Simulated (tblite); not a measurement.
# C3H15NSi3: the cost of one run

Computed with tblite 0.8.0 and PySCF 2.14.0, with density-fitted response routines of our own, on a single molecule in the gas phase. Atoms are numbered from 0 throughout.

### Step 1. The starting structure

22 atoms, charge 0, multiplicity 1; geometry from: force field or distance geometry start.

Bonds of the start (Å): C0–N1 1.47, N1–C2 1.45, C2–Si3 1.87, Si3–Si4 2.28, Si3–Si5 2.31, Si5–C6 1.84, C0–H7 1.10, C0–H8 1.09, C0–H9 1.10, N1–H10 1.03, C2–H11 1.09, C2–H12 1.09, Si3–H13 1.50, Si4–H14 1.49, Si4–H15 1.49, Si4–H16 1.49, Si5–H17 1.49, Si5–H18 1.49, C6–H19 1.08, C6–H20 1.10, C6–H21 1.09.

### Step 2. Geometry optimisation with GFN2-xTB

The job: settings as JSON, then the geometry in Å.

```
{"job": {"kind": "relax", "xc": "GFN2-xTB", "basis": "xTB"}, "charge": 0, "multiplicity": 1}
C      2.790700    -1.690600     0.030600
N      1.781000    -0.854900     0.692900
C      1.236700     0.136400    -0.210500
Si    -0.128800     1.105400     0.622000
Si    -0.886200     2.692800    -0.835000
Si    -1.942000    -0.261200     1.037200
C     -2.315600    -1.273600    -0.457400
H      3.625600    -1.082200    -0.333800
H      3.184600    -2.426100     0.739100
H      2.335000    -2.240700    -0.799500
H      2.229500    -0.395400     1.494300
H      2.015100     0.822400    -0.536800
H      0.820000    -0.350400    -1.097200
H      0.382700     1.736300     1.881700
H     -1.408700     2.046700    -2.068400
H      0.230400     3.594700    -1.219700
H     -1.966600     3.512700    -0.229400
H     -1.677100    -1.152900     2.204400
H     -3.113700     0.584100     1.392700
H     -2.542800    -0.648300    -1.314200
H     -3.184700    -1.916600    -0.271200
H     -1.475400    -1.919400    -0.722400
```

On the command line:

```bash
$ OMP_NUM_THREADS=1 python probes_run.py task.json out
```

The driver reads the jobs from task.json and runs them one after another.

Q: Estimate the wall time and peak memory of this first job on 1 thread of Arm Neoverse N1, shared host.

About 2.4 s, with a peak of 0.18 GiB.
